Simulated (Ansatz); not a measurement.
# Si₂NH₇ + HF: a complex and its separated parts

Aim: how far the complex at one end of a reaction step lies below its separated, relaxed parts, level by level.

Program: Ansatz 0.2.0, Gaussian basis. Level of theory: PBE0-D4/def2-TZVP structures, single points in def2-TZVPP, no counterpoise correction. These are calculated values, not measurements.

Levels: SPW92, PBE-D4, BLYP-D4, r2SCAN-D4, B97M-V, PBE0-D4, B3LYP-D4, r2SCAN0-D4, BHLYP-D4, CAM-B3LYP-D4, wB97X-V, wB97M-V, B2PLYP, PBE-QIDH, RPA on PBE, Hartree-Fock, MP2, CCSD, CCSD(T).

Cores are frozen in the correlated methods. B3LYP uses VWN-RPA correlation. B2PLYP carries no dispersion term here.

94 further runs of the same task are left out: 94 set aside as unsound or not needed.

## 1. The system as given

The complex: 12 atoms, charge 0, spin multiplicity 1.

Atoms are counted from 1 here; the program's logs count them from 0.

Bond lengths: Si1–Si2 2.359 Å, Si1–H3 1.488 Å, Si1–H4 1.487 Å, Si1–N5 1.717 Å, Si2–H8 1.506 Å, Si2–H9 1.489 Å, Si2–H10 1.488 Å, N5–H11 1.007 Å, N5–H12 1.010 Å, H6–F7 0.931 Å. Angles: Si2–Si1–H3 107.2°, Si2–Si1–H4 106.8°, Si2–Si1–N5 115.1°, H3–Si1–H4 109.6°, H3–Si1–N5 108.1°, H4–Si1–N5 110.0°, Si1–Si2–H8 110.7°, Si1–Si2–H9 113.5°, Si1–Si2–H10 112.5°, H8–Si2–H9 105.2°, H8–Si2–H10 105.4°, H9–Si2–H10 109.0°, Si1–N5–H11 119.3°, Si1–N5–H12 118.3°, H11–N5–H12 111.4°.

Coordinates:

```xyz
12

Si   -0.68893   -0.20872   -0.98958
Si    0.60201   -1.39851    0.58581
H    -0.58444   -0.93574   -2.28320
H    -2.09580   -0.24652   -0.50850
N    -0.20057    1.41643   -1.25152
H     0.08403    0.89967    1.96709
F    -0.20539    1.77632    1.84967
H     0.57562   -0.71048    1.92500
H     0.10193   -2.77629    0.84524
H     2.03954   -1.46811    0.20665
H     0.55856    1.60704   -1.88523
H    -0.18645    2.04472   -0.46142
```

Its parts: Si₂NH₇ holds atoms 1, 2, 3, 4, 5, 8, 9, 10, 11, 12; HF holds atoms 6, 7. Each part counts its atoms afresh in its own runs.

## 2. Relaxing Si₂NH₇ alone

Input file relax-a/in.yaml:

```yaml
crystal:
  periodic: [false, false, false]
  atoms:
    - {symbol: Si, position_ang: [-0.688935, -0.208718, -0.989583]}
    - {symbol: Si, position_ang: [0.602007, -1.398510, 0.585805]}
    - {symbol: H, position_ang: [-0.584437, -0.935736, -2.283198]}
    - {symbol: H, position_ang: [-2.095798, -0.246525, -0.508505]}
    - {symbol: N, position_ang: [-0.200570, 1.416428, -1.251521]}
    - {symbol: H, position_ang: [0.575617, -0.710476, 1.924996]}
    - {symbol: H, position_ang: [0.101933, -2.776293, 0.845240]}
    - {symbol: H, position_ang: [2.039538, -1.468114, 0.206649]}
    - {symbol: H, position_ang: [0.558556, 1.607044, -1.885231]}
    - {symbol: H, position_ang: [-0.186446, 2.044716, -0.461422]}
basis:
  gaussian: {orbitals: def2-TZVP}
hamiltonian: {xc: pbe0, dispersion: d4}
relax: {f_tol: 0.005, max_steps: 200}
```

The run is started by

```
> ansatz run in.yaml --threads 4 --pin off --events-out ev --progress --plain --max-ram 9574MiB
```

Further steps of the session: Relaxing HF alone; SPW92/def2-TZVPP; PBE-D4/def2-TZVPP; BLYP-D4/def2-TZVPP; r2SCAN-D4/def2-TZVPP; B97M-V/def2-TZVPP; PBE0-D4/def2-TZVPP; B3LYP-D4/def2-TZVPP; r2SCAN0-D4/def2-TZVPP; BHLYP-D4/def2-TZVPP; CAM-B3LYP-D4/def2-TZVPP; wB97X-V/def2-TZVPP; wB97M-V/def2-TZVPP; B2PLYP/def2-TZVPP; PBE-QIDH/def2-TZVPP; RPA on PBE/def2-TZVPP; CCSD(T)/def2-TZVPP; Vibrations of Si₂NH₇; Vibrations of HF.

Before running it: what results should come out? Wanted: complex less parts, CCSD(T)/def2-TZVPP; with zero-point energy; largest T1 diagnostic.

As calculated:

| quantity | value |
| --- | --- |
| complex less parts, CCSD(T)/def2-TZVPP | -3.7 kcal/mol |
| with zero-point energy | -2.1 kcal/mol |
| largest T1 diagnostic | 0.012 |

At CCSD(T) the complex lies 3.7 kcal/mol below its parts. B2PLYP is the best functional here (0.0 kcal/mol from CCSD(T)); SPW92 is the worst (-5.2 kcal/mol). Mean unsigned error by rung: LDA 5.2, GGA 1.9, meta-GGA 1.4, hybrid 1.1, range-separated hybrid 1.2, double hybrid 0.0 kcal/mol. PBE-D4 gives a relative energy 2.2 kcal/mol too low, outside chemical accuracy (1 kcal/mol). No counterpoise was applied, and triple zeta lacks some correlation, so the CCSD(T) reference has a basis error of its own, and close matches with it are partly luck.
